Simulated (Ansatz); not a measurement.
# CH6BGaOSeSi: small, medium and large basis sets

One table from this session's results is given with a row withheld; the runs are named, their logs left out.

The runs use Ansatz 0.2.0, Gaussian basis; one geometry, several basis sets.

Plan: PBE0-D4/def2-SVP; ωB97M-V/def2-SVP; PBE0-D4/def2-QZVPP; ωB97M-V/def2-QZVPP; the functionals' def2-TZVPP values are taken from earlier runs.

### The relaxed structure

The geometry comes from an earlier relaxation with PBE0-D4 in a triple-zeta def2 set; it is a stationary point, not always the lowest conformer.

12 atoms, charge 0, spin multiplicity 1.

Atoms are counted from 1 here; the program's logs count them from 0.

Bond lengths: B1–Si2 2.016 Å, B1–Ga6 2.135 Å, B1–H7 1.288 Å, B1–H8 1.194 Å, B1–H12 1.287 Å, Si2–C3 1.913 Å, Si2–H9 1.485 Å, Si2–H10 1.485 Å, C3–Se4 1.773 Å, C3–O5 1.329 Å, O5–Ga6 1.823 Å, Ga6–H7 1.801 Å, Ga6–H11 1.537 Å, Ga6–H12 1.802 Å. Angles: Si2–B1–Ga6 98.4°, Si2–B1–H7 108.6°, Si2–B1–H8 126.2°, Si2–B1–H12 108.6°, Ga6–B1–H7 57.3°, Ga6–B1–H8 135.4°, Ga6–B1–H12 57.3°, H7–B1–H8 102.4°, H7–B1–H12 107.4°, H8–B1–H12 102.4°, B1–Si2–C3 102.5°, B1–Si2–H9 113.3°, B1–Si2–H10 113.3°, C3–Si2–H9 109.0°, C3–Si2–H10 109.0°, H9–Si2–H10 109.4°, Si2–C3–Se4 121.6°, Si2–C3–O5 117.1° and more.

Set-up of the first run:

in.yaml

```yaml
crystal:
  periodic: [false, false, false]
  atoms:
    - {symbol: B, position_ang: [0.258023, -1.226227, 0.537088]}
    - {symbol: Si, position_ang: [1.294685, 0.473158, 0.217843]}
    - {symbol: C, position_ang: [-0.009370, 1.607270, -0.603326]}
    - {symbol: Se, position_ang: [0.383261, 3.263190, -1.102098]}
    - {symbol: O, position_ang: [-1.225051, 1.100611, -0.784737]}
    - {symbol: Ga, position_ang: [-1.618898, -0.602950, -0.268423]}
    - {symbol: H, position_ang: [-0.190341, -1.651484, -0.592587]}
    - {symbol: H, position_ang: [0.678729, -2.224757, 1.038117]}
    - {symbol: H, position_ang: [1.772666, 1.114274, 1.469186]}
    - {symbol: H, position_ang: [2.437662, 0.298203, -0.714034]}
    - {symbol: H, position_ang: [-3.021268, -1.197939, -0.473389]}
    - {symbol: H, position_ang: [-0.760098, -0.953349, 1.276358]}
basis:
  gaussian: {orbitals: def2-SVP}
hamiltonian: {xc: pbe0, dispersion: d4}
output: {orbitals: {seedname: orbitals}}
```

Launch:

```sh
$ ansatz run in.yaml --threads 2 --pin off --events-out ev --progress --plain --max-ram 32768MiB --backend cpu
```

Steps of the session up to this table: PBE0-D4 in def2-SVP; ωB97M-V in def2-SVP; PBE0-D4 in def2-QZVPP; ωB97M-V in def2-QZVPP.

One table of the session follows, with a row left open; its other results are not shown here.

It belongs to the step «Density functionals: the series». 

```
functional       basis  HOMO (eV)  LUMO (eV)
   PBE0-D4    def2-SVP          ?          ?
   PBE0-D4  def2-TZVPP      -5.83      -2.18
   PBE0-D4  def2-QZVPP      -5.85      -2.21
   ωB97M-V    def2-SVP      -7.74      -0.22
   ωB97M-V  def2-TZVPP      -7.92      -0.33
   ωB97M-V  def2-QZVPP      -7.95      -0.41
```

Q: Estimate the row for PBE0-D4, def2-SVP from the others.

As computed: HOMO (eV): -5.68; LUMO (eV): -2.11. In the column «HOMO (eV)» it is the highest.
